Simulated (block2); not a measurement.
**DMRG/ANO-RCC-MB run of triplet GaBr**

Aim: the energy of triplet GaBr. 

The results are computed with block2 0.5.4.

1 further run of the same task is left out (it didn't finish). Runs told in other sessions of the task aren't counted.

## 1. The molecule

GaBr: 2 atoms, total charge 0, spin state triplet. SMILES of the parent species: `[Ga][Br]`. The coordinates come from a PBE0-D4/def2-TZVP relaxation. That shape belongs to the parent species and isn't relaxed for this state.

Bond lengths: Ga1–Br2 2.374 Å.

## 2. The energy at DMRG/ANO-RCC-MB

Input file integrals.py:

```python
from pyscf import ao2mo, cc, dft, gto, mcscf, mp, scf
from pyscf.tools import fcidump

mol = gto.M(atom="mol.xyz", basis="ano-rcc-mb", spin=2, verbose=4)
print("basis functions                = %d" % (mol.nao))
mf = scf.ROHF(mol)
mf.conv_tol = 1e-10
mf.max_cycle = 200
mf.kernel()
if not mf.converged:
    mf = mf.newton().run(mf.mo_coeff, mf.mo_occ)
print("E(SCF)                         = %.10f" % (mf.e_tot))
ref = scf.UHF(mol).run(mf.make_rdm1(), conv_tol=1e-10)
pt = mp.MP2(ref, frozen=18).run()
mycc = cc.CCSD(ref, frozen=18)
mycc.max_cycle = 150
mycc.kernel()
print(f"E(MP2)                         = {pt.e_tot:.10f}")
if mycc.converged:
    print(f"E(CCSD)                        = {mycc.e_tot:.10f}")
    print("CCSD(T) total energy           = %.10f" % (mycc.e_tot + mycc.ccsd_t()))
ks = dft.UKS(mol, xc="b3lyp").set(conv_tol=1e-9, verbose=3).run(mf.make_rdm1())
if ks.converged:
    print(f"E(B3LYP)                       = {ks.e_tot:.8f}")
ks = dft.UKS(mol, xc="hse06").set(conv_tol=1e-9, verbose=3).run(mf.make_rdm1())
if ks.converged:
    print(f"E(HSE06)                       = {ks.e_tot:.8f}")
ks = dft.UKS(mol, xc="wb97x").set(conv_tol=1e-9, verbose=3).run(mf.make_rdm1())
if ks.converged:
    print("E(wB97X)                       = %.8f" % (ks.e_tot))
ks = dft.UKS(mol, xc="lda,vwn5").set(conv_tol=1e-9, verbose=3).run(mf.make_rdm1())
if ks.converged:
    print("E(SVWN5)                       = %.8f" % (ks.e_tot))
ks = dft.UKS(mol, xc="revpbe").set(conv_tol=1e-9, verbose=3).run(mf.make_rdm1())
if ks.converged:
    print("E(revPBE)                      = %.8f" % (ks.e_tot))
occ_no, mo = mcscf.addons.make_natural_orbitals(mp.MP2(mf.to_uhf(), frozen=18).run())
mf.mo_coeff = mo
cas = mcscf.CASCI(mf, 18, 30)
h1, ecore = cas.get_h1eff()
fcidump.from_integrals("FCIDUMP", h1, cas.get_h2eff(), 18, 30, nuc=ecore, ms=2)
ci = mcscf.CASCI(mf, 18, (16, 14))
ci.fix_spin_(ss=2)
ci.fcisolver.conv_tol = 1e-10
ci.fcisolver.max_cycle = 200
ci.kernel()
print(f"E(FCI)                         = {ci.e_tot:.10f}")
```

Input file block.conf:

```
sym c1
orbitals FCIDUMP
nelec 30
spin 2
irrep 1
occ 2 2 2 2 2 2 2 2 2 2 2 2 2 2 1 1 0 0
cbias 0.3
schedule
0 100 1E-09 1E-03
3 200 1E-09 1E-04
5 400 1E-09 1E-04
8 800 1E-09 1E-05
12 800 1E-10 0.0
end
maxiter 18
sweep_tol 1E-07
fiedler
mem 1g
num_thrds 1
prefix ./tmp
outputlevel 2
onepdm
```

On the command line:

```console
$ python integrals.py && block2main block.conf
```

Log:

```text
$ python integrals.py

[INPUT] verbose = 4
[INPUT] num. atoms = 2
[INPUT] num. electrons = 66
[INPUT] charge = 0
[INPUT] spin (= nelec alpha-beta = 2S) = 2
[INPUT] symmetry False subgroup None
[INPUT] Mole.unit = angstrom
[INPUT] Symbol           X                Y                Z      unit          X                Y                Z       unit  Magmom
[INPUT]  1 Ga     0.000000000000   0.000000000000   0.013830000000 AA    0.000000000000   0.000000000000   0.026134912303 Bohr   0.0
[INPUT]  2 Br     0.000000000000   0.000000000000   2.388120000000 AA    0.000000000000   0.000000000000   4.512892752596 Bohr   0.0

nuclear repulsion = 241.822723360752
number of shells = 6
number of NR pGTOs = 252
number of NR cGTOs = 36
basis = ano-rcc-mb
ecp = {}
CPU time:         0.69
basis functions                = 36

******** <class 'pyscf.scf.rohf.ROHF'> ********
method = ROHF
initial guess = minao
damping factor = 0
level_shift factor = 0
DIIS = <class 'pyscf.scf.diis.CDIIS'>
diis_start_cycle = 1
diis_space = 8
diis_damp = 0
SCF conv_tol = 1e-10
SCF conv_tol_grad = None
SCF max_cycles = 200
direct_scf = True
direct_scf_tol = 1e-13
chkfile to save SCF result = tmpz89u54rr
max_memory 1800 MB (current use 114 MB)
num. doubly occ = 32  num. singly occ = 2
Set gradient conv threshold to 1e-05
init E= -4462.53797226578

[... the frontier-level lines of each cycle are left out ...]

cycle= 1 E= -4462.48264389029  delta_E= 0.0553  |g|= 0.0825  |ddm|= 1.54
cycle= 2 E= -4462.49242044146  delta_E= -0.00978  |g|= 0.0256  |ddm|= 0.289
cycle= 3 E= -4462.49507968721  delta_E= -0.00266  |g|= 0.017  |ddm|= 0.117
cycle= 4 E= -4462.49613900956  delta_E= -0.00106  |g|= 0.00412  |ddm|= 0.109
cycle= 5 E= -4462.4961921002  delta_E= -5.31e-05  |g|= 0.000495  |ddm|= 0.0271
cycle= 6 E= -4462.49619269108  delta_E= -5.91e-07  |g|= 0.000147  |ddm|= 0.00221
cycle= 7 E= -4462.49619273359  delta_E= -4.25e-08  |g|= 2.16e-05  |ddm|= 0.000623
cycle= 8 E= -4462.49619273557  delta_E= -1.98e-09  |g|= 5.85e-06  |ddm|= 0.000207
cycle= 9 E= -4462.49619273572  delta_E= -1.56e-10  |g|= 1.1e-06  |ddm|= 5.57e-05
cycle= 10 E= -4462.49619273573  delta_E= -3.64e-12  |g|= 1.49e-07  |ddm|= 8e-06
Extra cycle  E= -4462.49619273573  delta_E=    0  |g|= 7.61e-08  |ddm|= 6.98e-07
converged SCF energy = -4462.49619273573
E(SCF)                         = -4462.4961927357

******** <class 'pyscf.scf.uhf.UHF'> ********
method = UHF
initial guess = minao
damping factor = 0
level_shift factor = 0
DIIS = <class 'pyscf.scf.diis.CDIIS'>
diis_start_cycle = 1
diis_space = 8
diis_damp = 0
SCF conv_tol = 1e-10
SCF conv_tol_grad = None
SCF max_cycles = 50
direct_scf = True
direct_scf_tol = 1e-13
chkfile to save SCF result = tmpqvj2ax9v
max_memory 1800 MB (current use 118 MB)
number electrons alpha = 34  beta = 32
Set gradient conv threshold to 1e-05
init E= -4462.49619273573
cycle= 1 E= -4462.49680000909  delta_E= -0.000607  |g|= 0.00836  |ddm|= 0.0449
cycle= 2 E= -4462.49696618395  delta_E= -0.000166  |g|= 0.00477  |ddm|= 0.0245
cycle= 3 E= -4462.49706313677  delta_E= -9.7e-05  |g|= 0.00171  |ddm|= 0.0305
cycle= 4 E= -4462.49708303605  delta_E= -1.99e-05  |g|= 0.000535  |ddm|= 0.0167
cycle= 5 E= -4462.49708512972  delta_E= -2.09e-06  |g|= 0.000105  |ddm|= 0.00614
cycle= 6 E= -4462.49708518439  delta_E= -5.47e-08  |g|= 2.64e-05  |ddm|= 0.000785
cycle= 7 E= -4462.49708518692  delta_E= -2.53e-09  |g|= 5.86e-06  |ddm|= 0.000152
cycle= 8 E= -4462.49708518704  delta_E= -1.21e-10  |g|= 4.73e-07  |ddm|= 3.77e-05
cycle= 9 E= -4462.49708518703  delta_E= 5.46e-12  |g|= 9.34e-08  |ddm|= 2.36e-06
Extra cycle  E= -4462.49708518704  delta_E= -3.64e-12  |g|= 4.02e-08  |ddm|= 2.7e-07
converged SCF energy = -4462.49708518704  <S^2> = 2.0060059  2S+1 = 3.0040012

******** <class 'pyscf.mp.ump2.UMP2'> ********
nocc = (np.int64(16), np.int64(14)), nmo = (18, 18)
frozen orbitals 18
max_memory 1800 MB (current use 123 MB)
E(UMP2) = -4462.51095374276  E_corr = -0.013868555717642
E(SCS-UMP2) = -4462.51167755116  E_corr = -0.0145923641188862
E_corr(same-spin) = -0.0023652723949434
E_corr(oppo-spin) = -0.0115032833226986

******** <class 'pyscf.cc.uccsd.UCCSD'> ********
CC2 = 0
CCSD nocc = (np.int64(16), np.int64(14)), nmo = (18, 18)
frozen orbitals 18
max_cycle = 150
direct = 0
conv_tol = 1e-07
conv_tol_normt = 1e-06
diis_space = 6
diis_start_cycle = 0
diis_start_energy_diff = 1e+09
max_memory 1800 MB (current use 124 MB)
Init t2, MP2 energy = -0.0138685554486492
Init E_corr(UCCSD) = -0.0138685554486522
cycle = 1  E_corr(UCCSD) = -0.0172161613737994  dE = -0.00334760593  norm(t1,t2) = 0.0527728
cycle = 2  E_corr(UCCSD) = -0.0190958350820249  dE = -0.00187967371  norm(t1,t2) = 0.0255542
cycle = 3  E_corr(UCCSD) = -0.0208490866665411  dE = -0.00175325158  norm(t1,t2) = 0.014749
cycle = 4  E_corr(UCCSD) = -0.0208933256518877  dE = -4.42389853e-05  norm(t1,t2) = 0.00333103
cycle = 5  E_corr(UCCSD) = -0.020903083430797  dE = -9.75777891e-06  norm(t1,t2) = 0.00195256
cycle = 6  E_corr(UCCSD) = -0.020925977894942  dE = -2.28944641e-05  norm(t1,t2) = 0.000506295
cycle = 7  E_corr(UCCSD) = -0.0209153901839696  dE = 1.0587711e-05  norm(t1,t2) = 0.000172524
cycle = 8  E_corr(UCCSD) = -0.0209195842405  dE = -4.19405653e-06  norm(t1,t2) = 6.61389e-05
[... 143 lines left out ...]
converged SCF energy = -4465.67547387129  <S^2> = 2.001488  2S+1 = 3.0009918
[... 112 lines left out ...]
 --> Site =    4-   5 .. Mmps =  100 Ndav =  89 E =  -4460.5712734971 Error = 3.18e-09 FLOPS = 2.94e+09 Tdav = 4.08 T = 4.16
[... 7 lines left out ...]
 --> Site =   12-  13 .. Mmps =  100 Ndav =   4 E =  -4462.5184029482 Error = 1.64e-09 FLOPS = 1.73e+09 Tdav = 0.02 T = 0.07
[... 16 lines left out ...]
 <-- Site =   13-  14 .. Mmps =   42 Ndav =   1 E =  -4462.5184029469 Error = 8.96e-15 FLOPS = 1.12e+09 Tdav = 0.00 T = 0.03
[... 7 lines left out ...]
 <-- Site =    5-   6 .. Mmps =  100 Ndav =   4 E =  -4462.5192933012 Error = 3.91e-07 FLOPS = 3.24e+09 Tdav = 0.19 T = 0.30
[... 16 lines left out ...]
 --> Site =    2-   3 .. Mmps =   22 Ndav =   1 E =  -4462.5192926680 Error = 0.00e+00 FLOPS = 1.16e+09 Tdav = 0.00 T = 0.02
[... 7 lines left out ...]
 --> Site =   10-  11 .. Mmps =  100 Ndav =   3 E =  -4462.5192878856 Error = 5.94e-08 FLOPS = 2.76e+09 Tdav = 0.08 T = 0.16
[... 16 lines left out ...]
 <-- Site =   15-  16 .. Mmps =    9 Ndav =   1 E =  -4462.5192877941 Error = 0.00e+00 FLOPS = 9.01e+08 Tdav = 0.00 T = 0.01
[... 7 lines left out ...]
 <-- Site =    7-   8 .. Mmps =  200 Ndav =   5 E =  -4462.5192952734 Error = 1.42e-08 FLOPS = 3.79e+09 Tdav = 1.84 T = 2.52
[... 16 lines left out ...]
 --> Site =    0-   1 .. Mmps =    3 Ndav =   1 E =  -4462.5192956517 Error = 0.00e+00 FLOPS = 8.86e+08 Tdav = 0.00 T = 0.00
[... 7 lines left out ...]
 --> Site =    8-   9 .. Mmps =  200 Ndav =   3 E =  -4462.5192956542 Error = 6.13e-08 FLOPS = 4.05e+09 Tdav = 2.13 T = 2.74
[... 7 lines left out ...]
 --> Site =   16-  17 .. Mmps =   16 Ndav =   1 E =  -4462.5192955750 Error = 2.08e-15 FLOPS = 7.02e+08 Tdav = 0.00 T = 0.01
[... 16 lines left out ...]
 <-- Site =    9-  10 .. Mmps =  375 Ndav =   3 E =  -4462.5192955822 Error = 3.52e-13 FLOPS = 3.87e+09 Tdav = 0.87 T = 1.35
[... 7 lines left out ...]
 <-- Site =    1-   2 .. Mmps =  105 Ndav =   1 E =  -4462.5192957052 Error = 8.36e-15 FLOPS = 1.26e+09 Tdav = 0.01 T = 0.17
[... 16 lines left out ...]
 --> Site =    6-   7 .. Mmps =  400 Ndav =   1 E =  -4462.5192957055 Error = 1.58e-11 FLOPS = 3.97e+09 Tdav = 1.38 T = 2.55
[... 7 lines left out ...]
 --> Site =   14-  15 .. Mmps =  179 Ndav =   1 E =  -4462.5192957045 Error = 1.42e-13 FLOPS = 1.66e+09 Tdav = 0.01 T = 0.22
[... 16 lines left out ...]
 <-- Site =   11-  12 .. Mmps =  145 Ndav =   1 E =  -4462.5192957045 Error = 1.22e-13 FLOPS = 3.34e+09 Tdav = 0.21 T = 0.51
[... 7 lines left out ...]
 <-- Site =    3-   4 .. Mmps =  400 Ndav =   1 E =  -4462.5192957053 Error = 1.33e-12 FLOPS = 2.29e+09 Tdav = 0.05 T = 0.56
[... 16 lines left out ...]
 --> Site =    4-   5 .. Mmps =  144 Ndav =   2 E =  -4462.5192957055 Error = 1.19e-13 FLOPS = 3.22e+09 Tdav = 0.28 T = 0.50
[... 7 lines left out ...]
 --> Site =   12-  13 .. Mmps =  276 Ndav =   1 E =  -4462.5192957059 Error = 4.51e-13 FLOPS = 2.86e+09 Tdav = 0.08 T = 0.90
[... 16 lines left out ...]
 <-- Site =   13-  14 .. Mmps =   46 Ndav =   1 E =  -4462.5192957059 Error = 5.83e-14 FLOPS = 2.15e+09 Tdav = 0.02 T = 0.09
[... 7 lines left out ...]
 <-- Site =    5-   6 .. Mmps =  644 Ndav =   1 E =  -4462.5192957059 Error = 6.92e-13 FLOPS = 3.65e+09 Tdav = 1.02 T = 4.43
[... 16 lines left out ...]
 --> Site =    2-   3 .. Mmps =   31 Ndav =   1 E =  -4462.5192957059 Error = 0.00e+00 FLOPS = 1.88e+09 Tdav = 0.05 T = 0.18
[... 7 lines left out ...]
 --> Site =   10-  11 .. Mmps =  508 Ndav =   1 E =  -4462.5192957059 Error = 5.56e-13 FLOPS = 3.66e+09 Tdav = 1.09 T = 5.95
[... 16 lines left out ...]
 <-- Site =   15-  16 .. Mmps =   10 Ndav =   1 E =  -4462.5192957059 Error = 0.00e+00 FLOPS = 1.13e+09 Tdav = 0.00 T = 0.02
[... 7 lines left out ...]
 <-- Site =    7-   8 .. Mmps =  580 Ndav =   1 E =  -4462.5192957060 Error = 5.78e-13 FLOPS = 4.02e+09 Tdav = 3.43 T = 8.60
[... 16 lines left out ...]
 --> Site =    0-   1 .. Mmps =    3 Ndav =   1 E =  -4462.5192957059 Error = 0.00e+00 FLOPS = 7.47e+08 Tdav = 0.00 T = 0.00
[... 7 lines left out ...]
 --> Site =    8-   9 .. Mmps =  330 Ndav =   1 E =  -4462.5192957060 Error = 1.53e-13 FLOPS = 4.13e+09 Tdav = 2.75 T = 3.69
[... 2 lines left out ...]
 --> Site =   11-  12 .. Mmps =  116 Ndav =   1 E =  -4462.5192957059 Error = 1.23e-13 FLOPS = 2.71e+09 Tdav = 0.19 T = 0.47
 --> Site =   12-  13 .. Mmps =   65 Ndav =   1 E =  -4462.5192957059 Error = 7.29e-14 FLOPS = 2.59e+09 Tdav = 0.03 T = 0.12
 --> Site =   13-  14 .. Mmps =   43 Ndav =   1 E =  -4462.5192957059 Error = 3.23e-14 FLOPS = 1.66e+09 Tdav = 0.00 T = 0.03
 --> Site =   14-  15 .. Mmps =   26 Ndav =   1 E =  -4462.5192957059 Error = 1.58e-14 FLOPS = 7.50e+08 Tdav = 0.00 T = 0.01
 --> Site =   15-  16 .. Mmps =   11 Ndav =   1 E =  -4462.5192957059 Error = 1.27e-15 FLOPS = 3.18e+08 Tdav = 0.00 T = 0.01
 --> Site =   16-  17 .. Mmps =    4 Ndav =   1 E =  -4462.5192957059 Error = 1.98e-22 FLOPS = 6.49e+07 Tdav = 0.00 T = 0.00
[... 8 lines left out ...]
Final canonical form =  LLLLLLLLLLLLLLLLLC 16
DMRG Energy = -4462.519295706000776
npdm string = ['(C+D)0']

Build NPDM MPO | Nsites =    18 | Nmaxops =  2 | SymbolFree = T | Cutoff = 0.00e+00
 Site =     0 /    18 .. L =        4 R =        1 M =            0 Tmid = 0.000 T = 0.000
 Site =     1 /    18 .. L =        4 R =       35 M =           35 Tmid = 0.000 T = 0.000
 Site =     2 /    18 .. L =        4 R =       33 M =           33 Tmid = 0.000 T = 0.000
 Site =     3 /    18 .. L =        4 R =       31 M =           31 Tmid = 0.000 T = 0.000
 Site =     4 /    18 .. L =        4 R =       29 M =           29 Tmid = 0.000 T = 0.000
 Site =     5 /    18 .. L =        4 R =       27 M =           27 Tmid = 0.000 T = 0.000
 Site =     6 /    18 .. L =        4 R =       25 M =           25 Tmid = 0.000 T = 0.000
 Site =     7 /    18 .. L =        4 R =       23 M =           23 Tmid = 0.000 T = 0.000
 Site =     8 /    18 .. L =        4 R =       21 M =           21 Tmid = 0.000 T = 0.000
 Site =     9 /    18 .. L =        4 R =       19 M =           19 Tmid = 0.000 T = 0.000
 Site =    10 /    18 .. L =        4 R =       17 M =           17 Tmid = 0.000 T = 0.000
 Site =    11 /    18 .. L =        4 R =       15 M =           15 Tmid = 0.000 T = 0.000
 Site =    12 /    18 .. L =        4 R =       13 M =           13 Tmid = 0.000 T = 0.000
 Site =    13 /    18 .. L =        4 R =       11 M =           11 Tmid = 0.000 T = 0.000
 Site =    14 /    18 .. L =        4 R =        9 M =            9 Tmid = 0.000 T = 0.000
 Site =    15 /    18 .. L =        4 R =        7 M =            7 Tmid = 0.000 T = 0.000
 Site =    16 /    18 .. L =        4 R =        5 M =            5 Tmid = 0.000 T = 0.000
 Site =    17 /    18 .. L =        1 R =        4 M =            4 Tmid = 0.000 T = 0.000
Ttotal =      0.001

Environment initialization | Nsites =    18 | Center =    16
 INIT-L --> Site =    1 ..  Bmem =    80 B Rmem =    80 B T = 0.00
 INIT-L --> Site =    2 ..  Bmem =    80 B Rmem =   640 B T = 0.00
 INIT-L --> Site =    3 ..  Bmem =   640 B Rmem = 5.39 KB T = 0.00
 INIT-L --> Site =    4 ..  Bmem = 5.39 KB Rmem = 27.6 KB T = 0.00
 INIT-L --> Site =    5 ..  Bmem = 27.6 KB Rmem = 81.8 KB T = 0.00
 INIT-L --> Site =    6 ..  Bmem = 81.8 KB Rmem =  230 KB T = 0.00
 INIT-L --> Site =    7 ..  Bmem =  230 KB Rmem =  434 KB T = 0.01
 INIT-L --> Site =    8 ..  Bmem =  434 KB Rmem =  545 KB T = 0.01
 INIT-L --> Site =    9 ..  Bmem =  545 KB Rmem =  578 KB T = 0.01
 INIT-L --> Site =   10 ..  Bmem =  578 KB Rmem =  400 KB T = 0.01
 INIT-L --> Site =   11 ..  Bmem =  400 KB Rmem =  218 KB T = 0.01
 INIT-L --> Site =   12 ..  Bmem =  218 KB Rmem = 75.7 KB T = 0.00
 INIT-L --> Site =   13 ..  Bmem = 75.7 KB Rmem = 25.4 KB T = 0.00
 INIT-L --> Site =   14 ..  Bmem = 25.4 KB Rmem = 10.5 KB T = 0.00
 INIT-L --> Site =   15 ..  Bmem = 10.5 KB Rmem = 3.97 KB T = 0.00
 INIT-L --> Site =   16 ..  Bmem = 3.97 KB Rmem =   816 B T = 0.00
Time init sweep =        0.058 | MaxBmem =  545 KB | MaxRmem =  578 KB
 | Tread = 0.000 | Twrite = 0.006 | Tfpread = 0.000 | Tfpwrite = 0.004 | data = 2.58 MB | cpsd = 1.66 MB | Tasync = 0.000

Expectation | Direction = backward | BRA bond dimension =  721 | KET bond dimension =  721
 <-- Site =   16-  17 .. Nterms =            4 Error =  0.000000000000/ 0.000000000000 FLOPS = 3.58e+06 Tmult = 0.00 T = 0.00
 <-- Site =   15-  16 .. Nterms =            5 Error =  0.000000000000/ 0.000000000000 FLOPS = 2.70e+07 Tmult = 0.00 T = 0.00
 <-- Site =   14-  15 .. Nterms =            7 Error =  0.000000000000/ 0.000000000000 FLOPS = 1.21e+08 Tmult = 0.00 T = 0.00
 <-- Site =   13-  14 .. Nterms =            9 Error =  0.000000000000/ 0.000000000000 FLOPS = 4.70e+08 Tmult = 0.00 T = 0.00
 <-- Site =   12-  13 .. Nterms =           11 Error =  0.000000000000/ 0.000000000000 FLOPS = 1.66e+09 Tmult = 0.00 T = 0.01
 <-- Site =   11-  12 .. Nterms =           13 Error =  0.000000000000/ 0.000000000000 FLOPS = 3.23e+09 Tmult = 0.00 T = 0.01
 <-- Site =   10-  11 .. Nterms =           15 Error =  0.000000000000/ 0.000000000000 FLOPS = 3.76e+09 Tmult = 0.01 T = 0.02
 <-- Site =    9-  10 .. Nterms =           17 Error =  0.000000000000/ 0.000000000000 FLOPS = 3.74e+09 Tmult = 0.03 T = 0.07
 <-- Site =    8-   9 .. Nterms =           19 Error =  0.000000000000/ 0.000000000000 FLOPS = 3.88e+09 Tmult = 0.04 T = 0.14
 <-- Site =    7-   8 .. Nterms =           21 Error =  0.000000000000/ 0.000000000000 FLOPS = 3.77e+09 Tmult = 0.05 T = 0.31
 <-- Site =    6-   7 .. Nterms =           23 Error =  0.000000000000/ 0.000000000000 FLOPS = 3.54e+09 Tmult = 0.06 T = 0.54
 <-- Site =    5-   6 .. Nterms =           25 Error =  0.000000000000/ 0.000000000000 FLOPS = 3.20e+09 Tmult = 0.04 T = 0.61
 <-- Site =    4-   5 .. Nterms =           27 Error =  0.000000000000/ 0.000000000000 FLOPS = 2.58e+09 Tmult = 0.02 T = 0.49
 <-- Site =    3-   4 .. Nterms =           29 Error =  0.000000000000/ 0.000000000000 FLOPS = 2.40e+09 Tmult = 0.01 T = 0.24
 <-- Site =    2-   3 .. Nterms =           31 Error =  0.000000000000/ 0.000000000000 FLOPS = 1.71e+09 Tmult = 0.00 T = 0.08
 <-- Site =    1-   2 .. Nterms =           33 Error =  0.000000000000/ 0.000000000000 FLOPS = 1.16e+09 Tmult = 0.00 T = 0.03
 <-- Site =    0-   1 .. Nterms =           35 Error =  0.000000000000/ 0.000000000000 FLOPS = 6.55e+08 Tmult = 0.00 T = 0.01
Time elapsed =      2.589
Time sweep =        2.589 | 874 MFLOP/SWP
 | Dmem = 11.1 MB (8%) | Imem = 13.5 KB (93%) | Hmem = 128 MB | Wmem = 0.99 MB | MaxBmem = 9.91 MB | MaxRmem = 10.2 MB
 | Tread = 0.068 | Twrite = 0.062 | Tfpread = 0.066 | Tfpwrite = 0.058 | data = 45.7 MB | cpsd = 35.0 MB | Tasync = 0.000
 | Trot = 1.299 | Tctr = 0.004 | Tint = 0.000 | Tmid = 0.000 | Tdctr = 0.000 | Tdiag = 0.004 | Tinfo = 0.012
 | Teff = 0.267 | Texpt = 0.265 | Tblk = 1.142 | Tmve = 1.445

NPDM Sorting | Nsites =    18 | Nmaxops =  2 | DotSite = 2 | SymbolFree = T | Compressed = T | LowMem = F | Mem = 2.53 KB
 Site =     0 ..  T = 0.000
 Site =     1 ..  T = 0.000
 Site =     2 ..  T = 0.000
 Site =     3 ..  T = 0.000
 Site =     4 ..  T = 0.000
 Site =     5 ..  T = 0.000
 Site =     6 ..  T = 0.000
 Site =     7 ..  T = 0.000
 Site =     8 ..  T = 0.000
 Site =     9 ..  T = 0.000
 Site =    10 ..  T = 0.000
 Site =    11 ..  T = 0.000
 Site =    12 ..  T = 0.000
 Site =    13 ..  T = 0.000
 Site =    14 ..  T = 0.000
 Site =    15 ..  T = 0.000
 Site =    16 ..  T = 0.000
Ttotal =      0.002

DMRG OCC =   2.000 2.000 2.000 2.000 2.000 2.000 2.000 2.000 2.000 2.000 1.999 1.996 1.981 1.958 1.008 1.003 0.027 0.029
```

Run time: 8.4 min. Hardware: 1 thread of Arm Neoverse V1, shared host; peak memory 1.2 GiB.

## 3. Outcome

Level: DMRG/ANO-RCC-MB, 18 core orbitals frozen.

| quantity | value |
| --- | --- |
| total energy | -4462.51930 Eh |

What this shows: The basis was made for a relativistic Hamiltonian, but the run is non-relativistic.
